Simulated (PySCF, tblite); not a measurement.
# C₇H₁₁O radical: geometry, infrared bands and EPR parameters

Aim: predict the infrared bands and EPR parameters of C₇H₁₁O radical (`O[CH][C@]12CC[C@H](C1)C2`).

The runs use tblite 0.8.0 and PySCF 2.14.0, with density-fitted response routines of our own; the level of theory stands in each step. All values are computed, except where a source is named. Atoms are numbered from 0 throughout.

### Step 1. The starting structure

19 atoms, charge 0, multiplicity 2; geometry from: force field or distance geometry start.

Bonds of the start (Å): O0–C1 1.39, C1–C2 1.45, C2–C3 1.51, C3–C4 1.54, C4–C5 1.48, C5–C6 1.53, C5–C7 1.51, C6–C2 1.52, C7–C2 1.52, O0–H8 0.99, C1–H9 1.11, C3–H10 1.10, C3–H11 1.09, C4–H12 1.11, C4–H13 1.12, C5–H14 1.06, C6–H15 1.12, C6–H16 1.10, C7–H17 1.10, C7–H18 1.11.

### Step 2. Relaxing the molecule with GFN2-xTB

Job settings and geometry (Å):

```
{"job": {"kind": "relax", "xc": "GFN2-xTB", "basis": "xTB"}, "charge": 0, "multiplicity": 2}
O      2.358100     1.554700     0.116500
C      1.694800     0.772400    -0.827200
C      0.451000     0.185300    -0.371600
C     -0.871000     0.727800    -0.858400
C     -1.804900    -0.243000    -0.105800
C     -0.792100    -1.062000     0.606600
C      0.202500    -0.016100     1.113200
C      0.247500    -1.315100    -0.465100
H      2.304000     2.511600    -0.111700
H      2.374000     0.005900    -1.261000
H     -0.998600     0.566600    -1.934200
H     -1.042400     1.761200    -0.540600
H     -2.456400     0.361200     0.552700
H     -2.384700    -0.843500    -0.855500
H     -1.078900    -1.847700     1.263600
H      1.053200    -0.488100     1.667800
H     -0.249500     0.849000     1.623400
H      1.151500    -1.858700    -0.156700
H     -0.167600    -1.612300    -1.448100
```

Run with:

```bash
OMP_NUM_THREADS=1 python probes_run.py task.json out
```

The driver reads the jobs from task.json and runs them one after another.

**Question.** This job is followed by: GFN2-xTB harmonic vibrations, gas phase; UKS B3LYP, pcH-1 on C H O, non-relativistic, mean-field spin-orbit, GIAO. Predict these results of the whole session: strongest single infrared mode (GFN2-xTB); zero-point energy (GFN2-xTB); g(iso) (B3LYP); ⟨S²⟩; largest a(iso) (averaged by class); surface potential, 1st and 99th percentile.

The runs gave:

```
                                 quantity                  value
strongest single infrared mode (GFN2-xTB)  1405 cm⁻¹, 119 km/mol
             zero-point energy (GFN2-xTB)         101.8 kcal/mol
                           g(iso) (B3LYP)                2.00313
                                     ⟨S²⟩     0.754 (exact 0.75)
       largest a(iso) (averaged by class)    13C on C1, 83.4 MHz
    surface potential, 1st and 99th percentile     -1.43 V and 2.07 V
```

In words: Relaxing lowered the energy by 0.794 eV in 63 steps; the close pair that moved most is C2–C3, from 1.510 to 1.555 Å. The lowest mode is imaginary (99i cm⁻¹), so the xTB geometry is not a minimum. The strongest single mode, at 1405 cm⁻¹, moves mainly C1 and C2. Unscaled tight-binding wavenumbers are off by several per cent, some by more. Its intensities can rank the bands wrongly. Most of the unpaired spin sits on C1 (0.89 e). The isotropic g lies 0.8 ppt above the free-electron value.
